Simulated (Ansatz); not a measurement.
# Al2Ru: the cost of one run

Computed with Ansatz 0.2.0 (DFT LDA, scalar-relativistic, plane waves, PAW, unless a step's input says otherwise).

2 further runs of the same task are left out: 2 set aside as unsound or not needed.

## Step 1: The structure to begin with

Symmetry: I4/mmm, No. 139, tetragonal system. Conventional cell: a = 3.102 Å, b = 3.102 Å, c = 8.342 Å, α = 90.00°, β = 90.00°, γ = 90.00°. Al (site symmetry 4mm) has 5 Ru at 2.56 to 2.85 Å and 5 Al at 2.65 to 2.67 Å as nearest neighbours. Around Ru (site symmetry 4/mmm) lie 10 Al at 2.56 to 2.85 Å.

As a file:

```
Al Ru
1.0
    -1.55099    1.55099    4.17097
     1.55099   -1.55099    4.17097
     1.55099    1.55099   -4.17097
Al Ru
2 1
Direct
  0.65892 0.65892 0.00000
  0.34108 0.34108 0.00000
  0.00000 0.00000 0.00000
```

It goes back to an entry of the Materials Project, which need not be the stable form.

This cell was relaxed beforehand with the same method: volume 13.38 Å³/atom, gap on the mesh none (metal).

## Step 2: The cell under 5 GPa

What is minimised here is the enthalpy; the energy can go up as the cell is squeezed.

input.yaml

```yaml
crystal:
  lattice:
    - [-1.5509858963, 1.5509858963, 4.1709706925]
    - [1.5509858963, -1.5509858963, 4.1709706925]
    - [1.5509858963, 1.5509858963, -4.1709706925]
  atoms:
    - { symbol: Al, position: [0.6589200173, 0.6589200173, 0.0] }
    - { symbol: Al, position: [0.3410799827, 0.3410799827, 0.0] }
    - { symbol: Ru, position: [0.0, 0.0, 0.0] }
basis:
  ecutwfc: 420
kpoints:
  mp_grid: { grid: [18, 18, 18] }
hamiltonian:
  xc: lda
scf:
  occupations: { method: fermi_dirac, width: 0.15 }
output:
  forces: true
  stress: true
  eigenvalues: true
relax:
  adjacent_minimum: "off"
  f_tol: 0.001
  max_steps: 60
  cell: { stress_tol: 0.02, p_target: 5.0 }
```

Command:

```console
> ansatz run input.yaml --threads 1 --pin off --max-ram 3072MiB --backend cpu --events-out ev --progress --plain --runs-dir out
```

Q: Estimate wall time and peak memory on 1 thread of AMD EPYC 9R45 (Zen 5), shared host.

About 36 s, with a peak of 0.67 GiB.
